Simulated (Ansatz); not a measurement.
**Cl− with NH₃: superposition error and deformation**

Aim: split the binding of a pair into the counterpoise interaction, the basis-set superposition error and the cost of deforming the fragments.

Computed with Ansatz 0.2.0, Gaussian basis. Level: PBE0-D4 structures, single points in def2-TZVPPD.

Levels: PBE-D4, revPBE-D4, BLYP-D4, r2SCAN-D4, B97M-V, PBE0-D4, B3LYP-D4, HSE06-D4, wB97X-V, wB97M-V, B2PLYP, Hartree-Fock, MP2, CCSD, CCSD(T).

Correlated methods freeze the cores. B3LYP uses VWN-RPA correlation. B2PLYP carries no dispersion term here.

129 further runs of the same task are left out: 129 set aside as unsound or not needed.

## (1) The system as given

The relaxed pair: 5 atoms, charge -1, spin multiplicity 1.

Atoms are counted from 1 here; the program's logs count them from 0.

Bond lengths: N2–H3 1.015 Å, N2–H4 1.015 Å, N2–H5 1.032 Å. Angles: H3–N2–H4 105.0°, H3–N2–H5 104.2°, H4–N2–H5 104.2°.

Geometry (Å):

```
atom     x (Å)     y (Å)     z (Å)
 Cl1  -0.16763  -0.04312  -2.54572
  N2  -0.13081   0.21683   0.79647
  H3   0.86833   0.32661   0.94056
  H4  -0.32640  -0.74999   1.03748
  H5  -0.24359   0.24967  -0.22879
```

Atoms 1 to 1 are fragment A (Cl−), the rest fragment B (NH₃). From earlier runs, pair energy (eV) and counterpoise interaction (kJ/mol):

```
      method       E(pair)  interaction
      PBE-D4  -14058.00901       -40.48
   revPBE-D4  -14062.44978       -38.25
     BLYP-D4  -14064.51956       -37.50
   r2SCAN-D4  -14063.25176       -38.75
      B97M-V  -14061.46977       -36.34
     PBE0-D4  -14059.07752       -39.38
    B3LYP-D4  -14065.78144       -37.87
    HSE06-D4  -14058.77357       -39.39
     wB97X-V  -14062.58023       -36.97
     wB97M-V  -14063.56524       -36.85
      B2PLYP  -14060.27599       -34.18
Hartree-Fock  -14035.50330       -25.67
         MP2  -14047.63233       -35.27
     CCSD(T)  -14048.85012       -34.49
```

First each fragment is run alone in its own basis, frozen in the shape it has in the pair (a, b).

## (2) wB97X-V/def2-TZVPPD

The input, a/in.yaml:

```yaml
crystal:
  periodic: [false, false, false]
  atoms:
    - {symbol: Cl, position_ang: [-0.167629, -0.043120, -2.545721]}
basis:
  gaussian: {orbitals: "def2-TZVPPD.json"}
total_charge: -1
hamiltonian: {xc: {name: wB97X-V}}
```

The input, b/in.yaml:

```yaml
crystal:
  periodic: [false, false, false]
  atoms:
    - {symbol: N, position_ang: [-0.130806, 0.216827, 0.796468]}
    - {symbol: H, position_ang: [0.868328, 0.326612, 0.940558]}
    - {symbol: H, position_ang: [-0.326402, -0.749991, 1.037485]}
    - {symbol: H, position_ang: [-0.243591, 0.249671, -0.228789]}
basis:
  gaussian: {orbitals: "def2-TZVPPD.json"}
hamiltonian: {xc: {name: wB97X-V}}
```

The basis file named in the input lies beside it (Basis Set Exchange, JSON).

Each run has its own folder and the same command.

On the command line:

```console
$ ansatz run in.yaml --threads 2 --pin off --events-out ev --progress --plain --max-ram 5222MiB
```

Log of a:

```text
Functional definition: wB97X-V
  name "wB97X-V"
  cite "Mardirossian & Head-Gordon, Phys. Chem. Chem. Phys. 16, 9904 (2014) doi:10.1039/C3CP54374A"
  cite "Becke, J. Chem. Phys. 107, 8554 (1997) doi:10.1063/1.475007"
  cite "Vydrov & Van Voorhis, J. Chem. Phys. 133, 244103 (2010) doi:10.1063/1.3521275"
  parameter omega = 0.3/bohr
  parameter cx = 0.167
  parameter cx1 = 0.603
  parameter cx2 = 1.194
  parameter css0 = 0.556
  parameter css1 = -0.257
  parameter cos0 = 1.219
  parameter cos1 = -1.850
  parameter b = 6.0
  parameter c = 0.01
  exchange = spin_sum(e_x_unif_sr(omega)*poly(b97_u_x, 1 - cx, cx1, cx2)) + cx*exact_x_sr(omega) + exact_x_lr(omega)
  correlation = spin_sum(e_c_pw_same_spin*poly(b97_u_same, css0, css1))
      + integral(e_c_pw_opposite_spin*poly(b97_u_opposite, cos0, cos1)) + vv10(b, c)
327 factors; their error is unknown
60 factors; integrals over basis functions are off by at most 9.2e-5 eV
mean field evaluation 1: about -12522.3621 eV, gradient 1.9e1 eV
mean field evaluation 2: about -12522.7269 eV, gradient 1.4e1 eV
mean field evaluation 4: about -12523.0001 eV, gradient 4.6e-2 eV
mean field evaluation 8: about -12523.0240 eV, gradient 8.1e-4 eV
mean field -12523.02401890 eV, -460.2126442842 hartree, gradient 8.1e-6 eV, S^2 0.000000; 0 other end points of the search recorded, 0 dependent functions left out
reference -12523.02401757 eV, -460.2126442353 hartree; 9, 9 occupied and 42, 42 virtual orbitals, 327 factors
Total energy: -12523.02401757 eV, -460.2126442353 hartree
```

Output in b, cut to the lines that bear on the results:

```text
[... 5 set-up lines as earlier in the session ...]
[...]
      + integral(e_c_pw_opposite_spin*poly(b97_u_opposite, cos0, cos1)) + vv10(b, c)
356 factors; their error is unknown
117 factors; integrals over basis functions are off by at most 6.9e-6 eV
[...]
mean field -1539.16788593 eV, -56.5633765225 hartree, gradient 2.8e-5 eV, S^2 0.000000; 0 other end points of the search recorded, 0 dependent functions left out
reference -1539.16788460 eV, -56.5633764736 hartree; 5, 5 occupied and 83, 83 virtual orbitals, 356 factors
Total energy: -1539.16788460 eV, -56.5633764736 hartree
```

They took 0.55 s (a), 0.75 s (b) on 2 threads of Intel Xeon Platinum 8488C, shared host.

## (3) wB97M-V/def2-TZVPPD

Each input of step 2 (a, b) changes in the same lines:

```diff
-hamiltonian: {xc: {name: wB97X-V}}
+hamiltonian: {xc: {name: wB97M-V}}
```

Each run has its own folder and the same command.

On the command line:

```console
$ ansatz run in.yaml --threads 2 --pin off --events-out ev --progress --plain --max-ram 5222MiB
```

Output in a, cut to the lines that bear on the results:

```text
Functional definition: wB97M-V
  name "wB97M-V"
  cite "Mardirossian & Head-Gordon, J. Chem. Phys. 144, 214110 (2016) doi:10.1063/1.4952647"
[... 2 set-up lines as earlier in the session ...]
  # Of w^i u^j: cxij and so on, Table III.
[...]
  gx(w, u) = 1 - cx + cx01*u + cx10*w
  gss(w, u) = css00 + css04*u^4 + css10*w + css20*w^2 + css43*w^4*u^3
  gos(w, u) = cos00 + cos10*w + (cos20 + cos21*u)*w^2 + (cos60 + cos61*u)*w^6
[...]
      + integral(e_c_pw_mod_opposite_spin*gos(b97_w_opposite, b97_u_opposite)) + vv10(b, c)
327 factors; their error is unknown
60 factors; integrals over basis functions are off by at most 9.2e-5 eV
[...]
mean field -12524.30685360 eV, -460.2597875899 hartree, gradient 4.6e-5 eV, S^2 0.000000; 0 other end points of the search recorded, 0 dependent functions left out
reference -12524.30688670 eV, -460.2597888060 hartree; 9, 9 occupied and 42, 42 virtual orbitals, 327 factors
Total energy: -12524.30688670 eV, -460.2597888060 hartree
```

Output in b, cut to the lines that bear on the results:

```text
[... 5 set-up lines as earlier in the session ...]
  # Of w^i u^j: cxij and so on, Table III.
[...]
  gx(w, u) = 1 - cx + cx01*u + cx10*w
  gss(w, u) = css00 + css04*u^4 + css10*w + css20*w^2 + css43*w^4*u^3
  gos(w, u) = cos00 + cos10*w + (cos20 + cos21*u)*w^2 + (cos60 + cos61*u)*w^6
[...]
      + integral(e_c_pw_mod_opposite_spin*gos(b97_w_opposite, b97_u_opposite)) + vv10(b, c)
356 factors; their error is unknown
117 factors; integrals over basis functions are off by at most 6.9e-6 eV
[...]
mean field -1538.87217614 eV, -56.5525093880 hartree, gradient 2.4e-5 eV, S^2 0.000000; 0 other end points of the search recorded, 0 dependent functions left out
reference -1538.87220935 eV, -56.5525106086 hartree; 5, 5 occupied and 83, 83 virtual orbitals, 356 factors
Total energy: -1538.87220935 eV, -56.5525106086 hartree
```

Wall times: 0.5 s (a), 1 s (b) on 2 threads of Intel Xeon Platinum 8488C, shared host.

## (4) B2PLYP/def2-TZVPPD

Each input of step 3 (a, b) changes in the same lines:

```diff
-hamiltonian: {xc: {name: wB97M-V}}
+hamiltonian: {xc: {name: B2PLYP}}
```

Each run has its own folder and the same command.

On the command line:

```console
$ ansatz run in.yaml --threads 2 --pin off --events-out ev --progress --plain --max-ram 5222MiB
```

Output in a, cut to the lines that bear on the results:

```text
Functional definition: B2PLYP
  name "B2PLYP"
  cite "Grimme, J. Chem. Phys. 124, 034108 (2006) doi:10.1063/1.2148954"
  cite "Becke, Phys. Rev. A 38, 3098 (1988) doi:10.1103/PhysRevA.38.3098"
  cite "Lee, Yang & Parr, Phys. Rev. B 37, 785 (1988) doi:10.1103/PhysRevB.37.785"
[...]
293 factors; integrals over basis functions are off by at most 1.6e-4 eV
[...]
mean field -12519.61027230 eV, -460.0871914103 hartree, gradient 5.8e-6 eV, S^2 0.000000; 0 other end points of the search recorded, 0 dependent functions left out
5 core orbitals not correlated: weight in the atoms' cores, before any rotation towards them, 1.000 or more for the frozen orbitals, at most 0.000 for the correlated occupied ones
reference -12519.61036088 eV, -460.0871946657 hartree; 4, 4 occupied and 42, 42 virtual orbitals, 293 factors
second order -6.74510282 eV of doubles, -0.00000000 eV of singles
Total energy: -12521.43153864 eV, -460.1541217140 hartree
```

Log of b, cut to the lines that bear on the results:

```text
[... 5 set-up lines as earlier in the session ...]
[...]
497 factors; integrals over basis functions are off by at most 1.1e-3 eV
[...]
mean field -1536.39047551 eV, -56.4613085720 hartree, gradient 3.9e-6 eV, S^2 0.000000; 0 other end points of the search recorded, 0 dependent functions left out
1 core orbitals not correlated: weight in the atoms' cores, before any rotation towards them, 1.000 or more for the frozen orbitals, at most 0.000 for the correlated occupied ones
reference -1536.39057857 eV, -56.4613123593 hartree; 4, 4 occupied and 83, 83 virtual orbitals, 497 factors
second order -7.73013918 eV of doubles, -0.00000000 eV of singles
Total energy: -1538.47771614 eV, -56.5380132507 hartree
```

They took 0.35 s (a), 0.65 s (b) on 2 threads of Intel Xeon Platinum 8488C, shared host.

## (5) B97M-V/def2-TZVPPD

The same edit goes into each in.yaml of step 4 (a, b):

```diff
-hamiltonian: {xc: {name: B2PLYP}}
+hamiltonian: {xc: {name: B97M-V}}
```

One command serves all of them, each in its own folder.

On the command line:

```console
$ ansatz run in.yaml --threads 2 --pin off --events-out ev --progress --plain --max-ram 5222MiB
```

Output in a, cut to the lines that bear on the results:

```text
Functional definition: B97M-V
  name "B97M-V"
  cite "Mardirossian & Head-Gordon, J. Chem. Phys. 142, 074111 (2015) doi:10.1063/1.4907719"
[... 2 set-up lines as earlier in the session ...]
  # Of w^i u^j: cxij and so on, Table III.
[...]
  gx(w, u) = cx00 + cx01*u + cx02*u^2 + (cx10 + cx11*u)*w
  gss(w, u) = css00 + css02*u^2 + css10*w + (css32*w^3 + css42*w^4)*u^2
  gos(w, u) = cos00 + cos01*u + cos03*u^3 + cos10*w + cos32*w^3*u^2
[...]
      + integral(e_c_pw_mod_opposite_spin*gos(b97_w_opposite, b97_u_opposite)) + vv10(b, c)
324 factors; their error is unknown
[...]
mean field -12521.66207109 eV, -460.1625936250 hartree, gradient 8.4e-5 eV, S^2 0.000000; 0 other end points of the search recorded, 0 dependent functions left out
reference -12521.66210999 eV, -460.1625950546 hartree; 9, 9 occupied and 42, 42 virtual orbitals, 324 factors
Total energy: -12521.66210999 eV, -460.1625950546 hartree
```

b printed, cut to the lines that bear on the results:

```text
[... 5 set-up lines as earlier in the session ...]
  # Of w^i u^j: cxij and so on, Table III.
[...]
  gx(w, u) = cx00 + cx01*u + cx02*u^2 + (cx10 + cx11*u)*w
  gss(w, u) = css00 + css02*u^2 + css10*w + (css32*w^3 + css42*w^4)*u^2
  gos(w, u) = cos00 + cos01*u + cos03*u^3 + cos10*w + cos32*w^3*u^2
[...]
      + integral(e_c_pw_mod_opposite_spin*gos(b97_w_opposite, b97_u_opposite)) + vv10(b, c)
356 factors; their error is unknown
[...]
mean field -1539.42579460 eV, -56.5728544911 hartree, gradient 5.2e-5 eV, S^2 0.000000; 0 other end points of the search recorded, 0 dependent functions left out
reference -1539.42583453 eV, -56.5728559588 hartree; 5, 5 occupied and 83, 83 virtual orbitals, 356 factors
Total energy: -1539.42583453 eV, -56.5728559588 hartree
```

Wall times: 0.4 s (a), 0.7 s (b) on 2 threads of Intel Xeon Platinum 8488C, shared host.

## (6) CCSD(T)/def2-TZVPPD

The same edit goes into each in.yaml of step 5 (a, b):

```diff
-hamiltonian: {xc: {name: B97M-V}}
+correlation: {method: ccsd_t}
```

The same command starts each run, in its folder.

On the command line:

```console
$ ansatz run in.yaml --threads 2 --pin off --events-out ev --progress --plain --max-ram 5222MiB
```

Output in a, cut to the lines that bear on the results:

```text
Functional definition: HF
  name "HF"
  cite "Fock, Z. Phys. 61, 126 (1930) doi:10.1007/BF01340294"
  parent pbe
[...]
293 factors; integrals over basis functions are off by at most 1.6e-4 eV
[...]
mean field -12505.39286953 eV, -459.5647114954 hartree, gradient 8.0e-6 eV, S^2 0.000000; 0 other end points of the search recorded, 0 dependent functions left out
5 core orbitals not correlated: weight in the atoms' cores, before any rotation towards them, 1.000 or more for the frozen orbitals, at most 0.000 for the correlated occupied ones
reference -12505.39286953 eV, -459.5647114954 hartree; 4, 4 occupied and 42, 42 virtual orbitals, 293 factors
second order -5.54525689 eV of doubles, -0.00000000 eV of singles
cycle   1  -5.85548271 eV  change   -3.1e-1 eV  update   4.0e-2
[...]
cycle   8  -5.97235897 eV  change   -1.2e-6 eV  update   3.9e-6
perturbative correction -0.24425678 eV, -0.0089762710 hartree
Total energy: -12511.60948527 eV, -459.7931679102 hartree
```

b printed, cut to the lines that bear on the results:

```text
[... 4 set-up lines as earlier in the session ...]
[...]
497 factors; integrals over basis functions are off by at most 1.1e-3 eV
[...]
mean field -1529.84190250 eV, -56.2206529529 hartree, gradient 6.3e-7 eV, S^2 0.000000; 0 other end points of the search recorded, 0 dependent functions left out
1 core orbitals not correlated: weight in the atoms' cores, before any rotation towards them, 1.000 or more for the frozen orbitals, at most 0.000 for the correlated occupied ones
reference -1529.84190250 eV, -56.2206529529 hartree; 4, 4 occupied and 83, 83 virtual orbitals, 497 factors
second order -6.45680132 eV of doubles, -0.00000000 eV of singles
cycle   1  -6.62921466 eV  change   -1.7e-1 eV  update   4.3e-2
[...]
cycle   9  -6.78968261 eV  change    3.3e-6 eV  update   5.8e-6
perturbative correction -0.21951206 eV, -0.0080669195 hartree
Total energy: -1536.85109718 eV, -56.4782361063 hartree
```

Wall times: 0.45 s (a), 0.8 s (b) on 2 threads of Intel Xeon Platinum 8488C, shared host.

## (7) Relaxing NH₃ alone

The input, relax-b/in.yaml:

```yaml
crystal:
  periodic: [false, false, false]
  atoms:
    - {symbol: N, position_ang: [-0.130806, 0.216827, 0.796468]}
    - {symbol: H, position_ang: [0.868328, 0.326612, 0.940558]}
    - {symbol: H, position_ang: [-0.326402, -0.749991, 1.037485]}
    - {symbol: H, position_ang: [-0.243591, 0.249671, -0.228789]}
basis:
  gaussian: {orbitals: def2-TZVP}
hamiltonian: {xc: pbe0, dispersion: d4}
relax: {f_tol: 0.005, max_steps: 200}
```

On the command line:

```console
$ ansatz run in.yaml --threads 2 --pin off --events-out ev --progress --plain --max-ram 5222MiB
```

What it wrote, cut to the lines that bear on the results:

```text
Functional definition: PBE0
  name "PBE0"
  cite "Adamo & Barone, J. Chem. Phys. 110, 6158 (1999) doi:10.1063/1.478522"
  cite "Perdew, Burke & Ernzerhof, Phys. Rev. Lett. 77, 3865 (1996) doi:10.1103/PhysRevLett.77.3865"
[... 1 set-up line as earlier in the session ...]
[...]
287 factors; their error is unknown
[...]
mean field -1537.78442865 eV, -56.5125354051 hartree, gradient 4.8e-6 eV, S^2 0.000000; 0 other end points of the search recorded, 0 dependent functions left out
[...]
reference -1537.78444464 eV, -56.5125359926 hartree; 5, 5 occupied and 44, 44 virtual orbitals, 287 factors
relax step   1: F+E_penalty+E_count = -1537.79363363 eV  Δ(F+E_penalty+E_count) = +0.000e0 eV  max|allowed force component| = 8.871e-1 eV/Å  Δτ_max = 0.0000 Å  (22 SCF iters, accepted)
[...]
relax step   4: F+E_penalty+E_count = -1537.80841580 eV  Δ(F+E_penalty+E_count) = -6.036e-5 eV  max|allowed force component| = 2.005e-2 eV/Å  Δτ_max = 0.0024 Å  (26 SCF iters, accepted)
[...]
relax step   5: F+E_penalty+E_count = -1537.80842674 eV  Δ(F+E_penalty+E_count) = -1.094e-5 eV  max|allowed force component| = 4.457e-3 eV/Å  Δτ_max = 0.0006 Å  (26 SCF iters, accepted)
287 factors; their error is unknown
mean field -1537.79931157 eV, -56.5130823424 hartree, gradient 8.6e-6 eV, S^2 0.000000; 1 other end points of the search recorded, 0 dependent functions left out
[...]
reference -1537.79932784 eV, -56.5130829402 hartree; 5, 5 occupied and 44, 44 virtual orbitals, 287 factors
Total energy: -1537.80844301 eV, -56.5134179166 hartree
Atom 0 at    -0.116023     0.198486     0.774988 Å, force    -0.003609     0.003914    -0.000973 eV/Å
Atom 1 at     0.871624     0.336772     0.949636 Å, force     0.004457     0.000228     0.001016 eV/Å
Atom 2 at    -0.335989    -0.751443     1.047612 Å, force    -0.000579    -0.004308     0.001424 eV/Å
Atom 3 at    -0.252083     0.259304    -0.226514 Å, force    -0.000269     0.000167    -0.001468 eV/Å
Dipole moment:     0.197621    -0.234912    -0.173367 e Å
```

Wall time 1.1 s (2 threads of Intel Xeon Platinum 8488C, shared host).

Step by step:

```
step  energy from step 1 (eV)  largest force component (eV/Å)
   1                   0.0000                          0.8871
   2                  -0.0104                          0.3531
   3                  -0.0147                          0.0291
   4                  -0.0148                          0.0201
   5                  -0.0148                          0.0045
```

Close pairs (by a distance rule), those that changed most:

```
 bond  before (Å)  after (Å)  change (Å)
N1–H4       1.032      1.013      -0.019
N1–H3       1.015      1.012      -0.003
N1–H2       1.015      1.012      -0.003
```

## (8) PBE-D4/def2-TZVPPD

The input, free-b/in.yaml:

```yaml
crystal:
  periodic: [false, false, false]
  atoms:
    - {symbol: N, position_ang: [-0.116023, 0.198486, 0.774988]}
    - {symbol: H, position_ang: [0.871624, 0.336772, 0.949636]}
    - {symbol: H, position_ang: [-0.335989, -0.751443, 1.047612]}
    - {symbol: H, position_ang: [-0.252083, 0.259304, -0.226514]}
basis:
  gaussian: {orbitals: "def2-TZVPPD.json"}
hamiltonian: {xc: pbe, dispersion: d4}
```

On the command line:

```console
$ ansatz run in.yaml --threads 2 --pin off --events-out ev --progress --plain --max-ram 5222MiB
```

What it wrote:

```text
Functional definition: PBE
  name "PBE"
[... 2 set-up lines as earlier in the session ...]
  parameter kappa = 0.804
  parameter beta = 0.06672455060314922
  exchange = pbe_x(kappa = kappa, mu = beta*pi^2/3)
  correlation = pbe_c(beta = beta)
356 factors; their error is unknown
mean field evaluation 1: about -1529.6033 eV, gradient 6.7e1 eV
mean field evaluation 2: about -1502.5353 eV, gradient 1.1e2 eV
mean field evaluation 4: about -1537.7851 eV, gradient 1.9e0 eV
mean field evaluation 8: about -1537.7861 eV, gradient 2.6e-2 eV
mean field -1537.78614461 eV, -56.5125984657 hartree, gradient 4.5e-5 eV, S^2 0.000000; 0 other end points of the search recorded, 0 dependent functions left out
reference -1537.78617170 eV, -56.5125994612 hartree; 5, 5 occupied and 83, 83 virtual orbitals, 356 factors
Total energy: -1537.79754891 eV, -56.5130175657 hartree
```

Run time: 0.25 s. Hardware: 2 threads of Intel Xeon Platinum 8488C, shared host.

## (9) r2SCAN-D4/def2-TZVPPD

free-b/in.yaml, as its differences from that of step 8:

```diff
@@ -9,2 +9,2 @@
   gaussian: {orbitals: "def2-TZVPPD.json"}
-hamiltonian: {xc: pbe, dispersion: d4}
+hamiltonian: {xc: r2scan, dispersion: d4}
```

On the command line:

```console
$ ansatz run in.yaml --threads 2 --pin off --events-out ev --progress --plain --max-ram 5222MiB
```

What it wrote:

```text
Functional definition: r2SCAN
  name "r2SCAN"
  cite "Furness, Kaplan, Ning, Perdew & Sun, J. Phys. Chem. Lett. 11, 8208 (2020) doi:10.1021/acs.jpclett.0c02405"
  cite "Furness, Kaplan, Ning, Perdew & Sun, J. Phys. Chem. Lett. 11, 9248 (2020) doi:10.1021/acs.jpclett.0c03077"
  parent r2scan
  parameter k0 = 0.174
  parameter k1 = 0.065
  parameter a1 = 4.9479
  exchange = r2scan_x(k0 = k0, k1 = k1, a1 = a1)
  correlation = r2scan_c
356 factors; their error is unknown
mean field evaluation 1: about -1531.9957 eV, gradient 6.1e1 eV
mean field evaluation 2: about -1519.5516 eV, gradient 9.1e1 eV
mean field evaluation 4: about -1538.8042 eV, gradient 9.5e-1 eV
mean field evaluation 8: about -1538.7996 eV, gradient 3.0e-2 eV
mean field -1538.79961159 eV, -56.5498426903 hartree, gradient 1.4e-5 eV, S^2 0.000000; 0 other end points of the search recorded, 0 dependent functions left out
reference -1538.79961957 eV, -56.5498429833 hartree; 5, 5 occupied and 83, 83 virtual orbitals, 356 factors
Total energy: -1538.80233234 eV, -56.5499426758 hartree
```

It took 0.5 s on 2 threads of Intel Xeon Platinum 8488C, shared host.

## (10) PBE0-D4/def2-TZVPPD

free-b/in.yaml, as its differences from that of step 9:

```diff
@@ -9,2 +9,3 @@
   gaussian: {orbitals: "def2-TZVPPD.json"}
-hamiltonian: {xc: r2scan, dispersion: d4}
+hamiltonian: {xc: pbe0, dispersion: d4}
+output: {orbitals: {seedname: orbitals}}
```

On the command line:

```console
$ ansatz run in.yaml --threads 2 --pin off --events-out ev --progress --plain --max-ram 5222MiB
```

What it wrote, cut to the lines that bear on the results:

```text
[... 5 set-up lines as earlier in the session ...]
  parameter a = 0.25
[... 2 set-up lines as earlier in the session ...]
  exchange = (1 - a)*pbe_x(kappa = kappa, mu = beta*pi^2/3) + a*exact_x
[... 1 set-up line as earlier in the session ...]
356 factors; their error is unknown
mean field evaluation 1: about -1532.5426 eV, gradient 5.4e1 eV
mean field evaluation 2: about -1526.4388 eV, gradient 7.2e1 eV
mean field evaluation 4: about -1537.9114 eV, gradient 3.5e-1 eV
mean field evaluation 8: about -1537.9129 eV, gradient 7.8e-4 eV
mean field -1537.91285099 eV, -56.5172548391 hartree, gradient 3.1e-5 eV, S^2 0.000000; 0 other end points of the search recorded, 0 dependent functions left out
reference -1537.91287086 eV, -56.5172555691 hartree; 5, 5 occupied and 83, 83 virtual orbitals, 356 factors
Total energy: -1537.92198603 eV, -56.5175905455 hartree
```

Run time: 0.3 s. Hardware: 2 threads of Intel Xeon Platinum 8488C, shared host.

[end of part 1 of 2]
